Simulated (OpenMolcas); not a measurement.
**HF/def2-TZVP (RICD fitting, core potential) run of MoH2O4 (molybdic acid)**

Aim: the vertical singlet–triplet gap of MoH2O4 (molybdic acid) at HF/def2-TZVP (RICD fitting, core potential), from 2 runs. 

The results are computed with OpenMolcas 26.06.

## Step 1: Starting point

The species is MoH2O4 (7 atoms), meant as a singlet with charge 0. SMILES: `[O]=[Mo](=[O])([OH])[OH]`. The shape comes from GFN2-xTB, which is rough for such elements, and wasn't checked as a minimum. This is one conformer, not always the lowest.

Bond lengths: O1–Mo2 1.643 Å, Mo2–O3 1.643 Å, Mo2–O4 1.761 Å, Mo2–O5 1.761 Å, O4–H6 0.963 Å, O5–H7 0.963 Å. Angles: O1–Mo2–O3 110.0°, O1–Mo2–O4 108.9°, O1–Mo2–O5 108.8°, O3–Mo2–O4 108.8°, O3–Mo2–O5 108.9°, O4–Mo2–O5 111.5°, Mo2–O4–H6 167.7°, Mo2–O5–H7 167.8°.

## Step 2: The energy at HF/def2-TZVP (RICD fitting, core potential)

Contents of struct.xyz:

```xyz
7

O     -0.178920    -1.889350    -0.117030
Mo     0.102940    -0.308820     0.233160
O      0.867970    -0.183030     1.682010
O     -1.439200     0.536830     0.329310
O      1.136310     0.375710    -1.018220
H     -2.321150     0.864200     0.533560
H      1.832050     0.604470    -1.642800
```

Contents of job.input:

```
* H2MoO4 Hartree-Fock
>>> EXPORT MOLCAS_PRINT=2

&GATEWAY
  BASLIB = $CurrDir
  COORD = struct.xyz
  BASIS = def2-TZVP
  GROUP = NoSym
  RICD

&SEWARD

&SCF
  PRORBITALS = 0
```

The basis set def2-TZVP is read from a file made from the Basis Set Exchange's data (not shown).

Command:

```console
$ export MOLCAS_MEM=1860
$ pymolcas job.input > job.log
```

The log of the run:

```text
--- Start Module: gateway ---

                                              &GATEWAY

                       available to each process: 1.9 GB of memory, 1 thread

 Basis Set     1 Label: O.DEF2-TZVP
 Basis set is read from library:.
 basistype.tbl is not found

 Basis Set     2 Label: MO.DEF2-TZVP
 Basis set is read from library:.
 basistype.tbl is not found

 Basis Set     3 Label: O.DEF2-TZVP
 Basis set is read from library:.
 basistype.tbl is not found

 Basis Set     4 Label: H.DEF2-TZVP
 Basis set is read from library:.
 basistype.tbl is not found

++    Symmetry information:
      ---------------------

                    Character Table for C1

                             E
                    a        1  x, y, xy, Rz, z, xz, Ry, yz, Rx, I
--

++    Basis set information:
      ----------------------

      Basis set label: O.DEF2-TZVP.........

      Electronic valence basis set:
      ------------------
      Associated Effective Charge   8.000000 au
      Associated Actual Charge      8.000000 au
      Nuclear Model: Point charge

      Shell  nPrim  nBasis  Cartesian Spherical Contaminant
         s      11       5        X
         p       6       3        X
         d       2       2                 X
         f       1       1                 X

      Basis set label: MO.DEF2-TZVP....ECP.....

      Electronic valence basis set:
      ------------------
      Associated Effective Charge  14.000000 au
      Associated Actual Charge     42.000000 au
      Nuclear Model: Point charge

      Shell  nPrim  nBasis  Cartesian Spherical Contaminant
         s       7       6        X
         p       7       4        X
         d       5       3                 X
         f       1       1                 X

      Pseudo Potential specification:
      =======================================

      Number of Core Electrons:  28

      Potential  nTerms
           H       2
         s-H       4
         p-H       4
         d-H       4

      Effective Core Potential specification:
      =======================================

      Basis set label: O.DEF2-TZVP.........

      Electronic valence basis set:
      ------------------
      Associated Effective Charge   8.000000 au
      Associated Actual Charge      8.000000 au
      Nuclear Model: Point charge

      Shell  nPrim  nBasis  Cartesian Spherical Contaminant
         s      11       5        X
         p       6       3        X
         d       2       2                 X
         f       1       1                 X

      Basis set label: H.DEF2-TZVP.........

      Electronic valence basis set:
      ------------------
      Associated Effective Charge   1.000000 au
      Associated Actual Charge      1.000000 au
      Nuclear Model: Point charge

      Shell  nPrim  nBasis  Cartesian Spherical Contaminant
         s       5       3        X
         p       1       1        X
--

++    Molecular structure info:
      -------------------------

                    ************************************************
                    **** Cartesian Coordinates / bohr, angstrom ****
                    ************************************************

     Center  Label                x              y              z                     x              y              z
        1      O1              -0.338110      -3.570354      -0.221155             -0.178920      -1.889350      -0.117030
        2      MO2              0.194528      -0.583585       0.440609              0.102940      -0.308820       0.233160
        3      O3               1.640226      -0.345877       3.178538              0.867970      -0.183030       1.682010
        4      O4              -2.719694       1.014462       0.622306             -1.439200       0.536830       0.329310
        5      O5               2.147315       0.709989      -1.924157              1.136310       0.375710      -1.018220
        6      H6              -4.386338       1.633101       1.008282             -2.321150       0.864200       0.533560
        7      H7               3.462073       1.142283      -3.104442              1.832050       0.604470      -1.642800

                    ***************************************
                    *    InterNuclear Distances / bohr    *
                    ***************************************

               1 O1            2 MO2           3 O3            4 O4            5 O5            6 H6
    1 O1       0.000000
    2 MO2      3.105225        0.000000
    3 O3       5.086155        3.105287        0.000000
    4 O4       5.234874        3.328582        5.233903        0.000000
    5 O5       5.234395        3.328487        5.235407        5.501359        0.000000
    6 H6       6.706386        5.120575        6.704165        1.819174        7.220800        0.000000
    7 H7       6.705496        5.120825        6.708918        7.219365        1.818939        8.874286

               7 H7
    7 H7       0.000000

                    *******************************************
                    *    InterNuclear Distances / angstrom    *
                    *******************************************

               1 O1            2 MO2           3 O3            4 O4            5 O5            6 H6
    1 O1       0.000000
    2 MO2      1.643214        0.000000
    3 O3       2.691478        1.643247        0.000000
    4 O4       2.770176        1.761410        2.769662        0.000000
    5 O5       2.769922        1.761359        2.770458        2.911194        0.000000
    6 H6       3.548867        2.709692        3.547691        0.962666        3.821083        0.000000
    7 H7       3.548396        2.709824        3.550207        3.820323        0.962541        4.696070

               7 H7
    7 H7       0.000000
--

            Nuclear Potential Energy            233.91843125 au

--- Stop Module: gateway /rc=_RC_ALL_IS_WELL_ ---

--- Start Module: seward ---

                                              &SEWARD

                       available to each process: 1.9 GB of memory, 1 thread

               SEWARD will generate:
                  Multipole Moment integrals up to order  2
                  Kinetic Energy integrals
                  Nuclear Attraction integrals (point charge)
                  One-Electron Hamiltonian integrals modified with ECP contributions
                  Velocity integrals
                  Pseudo Potential integrals
                  Orbital angular momentum around (  0.1817  -0.5454   0.4119 )
                  Velocity quadrupole around (  0.1817  -0.5454   0.4119 )
                  RI decomposed two-electron repulsion integrals stored Cholesky style
                   - acCD auxiliary basis
                   - CD Threshold:   1.00E-04

                   Integrals are discarded if absolute value <: 1.00E-14
                   Integral cutoff threshold is set to       <: 1.00E-16

            Nuclear Potential Energy            233.91843125 au

      Basis set specifications :
      Symmetry species         a
      Basis functions          176

--- Stop Module: seward /rc=_RC_ALL_IS_WELL_ ---
--- Module seward spent 5 seconds ---

--- Start Module: scf ---

                                                &SCF

                       available to each process: 1.9 GB of memory, 1 thread

++    Input section:
      --------------

      Header of the integral files:

      Cartesian coordinates in angstrom:
      -----------------------------------------------------
      No.  Label        X            Y            Z
      -----------------------------------------------------
       1   O1        -0.17892000  -1.88935000  -0.11703000
       2   MO2        0.10294000  -0.30882000   0.23316000
       3   O3         0.86797000  -0.18303000   1.68201000
       4   O4        -1.43920000   0.53683000   0.32931000
       5   O5         1.13631000   0.37571000  -1.01822000
       6   H6        -2.32115000   0.86420000   0.53356000
       7   H7         1.83205000   0.60447000  -1.64280000
      -----------------------------------------------------
      Nuclear repulsion energy =  233.91843125
--

++    Orbital specifications:
      -----------------------

      Symmetry species               1
                                     a
      Frozen orbitals                0
      Occupied orbitals             24
      Secondary orbitals           152
      Deleted orbitals               0
      Total number of orbitals     176
      Number of basis functions    176
--

      Molecular charge                           0.000

++    Optimization specifications:
      ----------------------------

      SCF Algorithm: LK-RI/DF
      LK screening threshold:                     4.50E-02
      Local-Exchange (LK) algorithm.
       - the density matrix is decomposed
      The actual AO density is used
      Number of density matrices in core                 5
      Maximum number of NDDO SCF iterations            400
      Maximum number of HF SCF iterations              400
      Threshold for SCF energy change             1.00E-09
      Threshold for density matrix                1.00E-04
      Threshold for Fock matrix                   1.50E-04
      Threshold for linear dependence             1.00E-09
      Threshold at which DIIS is turned on        1.50E-01
      Maximum depth in the DIIS procedure                5
      Maximum depth in the BFGS Hessian update          30
      Threshold at which QNR/C2DIIS is turned on  7.50E-02
      Threshold for Norm(delta) (QNR/C2DIIS)      1.00E-03
      All orbitals punched on: SCFORB
--

      Input vectors read from INPORB
      Orbital file label: *Guess orbitals

++ Convergence information
                                   SCF        iterations: Energy and convergence statistics

Iter     Tot. SCF        One-elec.       Two-elec.     Energy      Max Dij or  Max Fij      DNorm      TNorm      AccCon     Time
         Energy          Energy          Energy        Change      Delta Norm                                                in Sec.
   1  -360.891654350  -986.776210201   391.966124604   0.00E+00    7.14E-01*   4.59E+00*    1.08E+01   2.48E+02   None         1.
   2  -366.147008831 -1001.399392361   401.333952283  -5.26E+00*   7.93E-01*   5.00E-01*    8.29E+00   2.51E+02   EDIIS        1.
   3  -365.955655119  -993.053028119   393.178941753   1.91E-01*   1.15E-01*   1.85E-01*    7.81E+00   2.48E+02   EDIIS        1.
   4  -368.307938671  -995.244292367   393.017922449  -2.35E+00*   3.42E-02*   3.15E-02*    7.90E+00   2.48E+02   c2DIIS       1.
   5  -368.339813386  -996.740463424   394.482218791  -3.19E-02*   5.36E-02*   1.51E-02*    8.02E+00   2.49E+02   QNRc2DIIS    1.
   6  -368.341764451  -996.258670924   393.998475225  -1.95E-03*   2.19E-02*   9.63E-03*    7.99E+00   2.49E+02   QNRc2DIIS    1.
   7  -368.343828418  -996.331822403   394.069562738  -2.06E-03*   2.92E-03*   1.90E-03*    8.00E+00   2.49E+02   QNRc2DIIS    1.
   8  -368.343886114  -996.358063967   394.095746605  -5.77E-05*   9.35E-03*   1.04E-03*    8.00E+00   2.49E+02   QNRc2DIIS    1.
   9  -368.343959107  -996.426091182   394.163700827  -7.30E-05*   2.56E-03*   6.20E-04*    8.00E+00   2.49E+02   QNRc2DIIS    1.
  10  -368.343966578  -996.380383253   394.117985428  -7.47E-06*   8.15E-04    2.00E-04*    8.00E+00   2.49E+02   QNRc2DIIS    1.
  11  -368.343968262  -996.389655608   394.127256099  -1.68E-06*   4.33E-04    5.88E-05     8.00E+00   2.49E+02   QNRc2DIIS    1.
  12  -368.343968450  -996.390991727   394.128592029  -1.89E-07*   6.54E-05    1.70E-05     8.00E+00   2.49E+02   QNRc2DIIS    1.
  13  -368.343968456  -996.390981496   394.128581793  -5.85E-09*   3.52E-05    5.26E-06     8.00E+00   2.49E+02   QNRc2DIIS    1.
  14  -368.343968457  -996.390926936   394.128527231  -1.15E-09*   1.59E-05    2.57E-06     8.00E+00   2.49E+02   QNRc2DIIS    1.
  15  -368.343968458  -996.390926532   394.128526826  -1.77E-10    5.16E-06    1.82E-06     8.00E+00   2.49E+02   QNRc2DIIS    1.

       Convergence after  15 Iterations
--

 *****************************************************************************************************************************
 *                                             SCF/KS-DFT Program, Final results                                             *
 *                                                       Final Results                                                       *
 *****************************************************************************************************************************

::    Total SCF energy                               -368.3439684577
      One-electron energy                            -996.3909265316
      Two-electron energy                             394.1285268265
      Nuclear repulsion energy                        233.9184312475
      Kinetic energy (interpolated)                   323.4814712219
      Virial theorem                                    1.1386864511
      Total spin, S(S+1)                                0.0000000000
      Total spin, S                                     0.0000000000
      Max non-diagonal density matrix element           0.0000032839
      Max non-diagonal Fock matrix element              0.0000008349

      No orbitals printed

++    Molecular charges:
      ------------------

      Mulliken charges per centre
      ---------------------------

                O1      MO2     O3      O4      O5      H6      H7
      Total    8.7392 11.4798  8.7392  8.9151  8.9151  0.6058  0.6058

      N-E     -0.7392  2.5202 -0.7392 -0.9151 -0.9151  0.3942  0.3942

      Total electronic charge=   48.000000

      Total            charge=   -0.000000
--

++    Molecular properties:
      ---------------------

      Charge (e):
                      =   -0.0000
      Dipole Moment (debye):
      Origin of the operator (angstrom)=    0.0962   -0.2886    0.2180
                   X= -1.0965E+00               Y=  3.2943E+00               Z= -2.4895E+00           Total=  4.2722E+00
      Quadrupole Moment (debye*angstrom):
      Origin of the operator (angstrom)=    0.0962   -0.2886    0.2180
                  XX= -3.4787E+01              XY= -2.2268E+00              XZ= -7.4333E+00              YY= -4.7401E+01
                  YZ= -2.2656E+00              ZZ= -4.4667E+01
      In traceless form (debye*angstrom)
                  XX=  1.1247E+01              XY= -3.3402E+00              XZ= -1.1150E+01              YY= -7.6738E+00
                  YZ= -3.3984E+00              ZZ= -3.5732E+00
--

--- Stop Module: scf /rc=_RC_ALL_IS_WELL_ ---
--- Module scf spent 13 seconds ---

.##################.
.# Happy landing! #.
.##################.

    Timing: Wall=19.24 User=18.63 System=0.59
```

Wall time 20 s (1 thread of Arm Neoverse V1, shared host); peak memory 0.17 GiB.

[end of part 1 of 2]
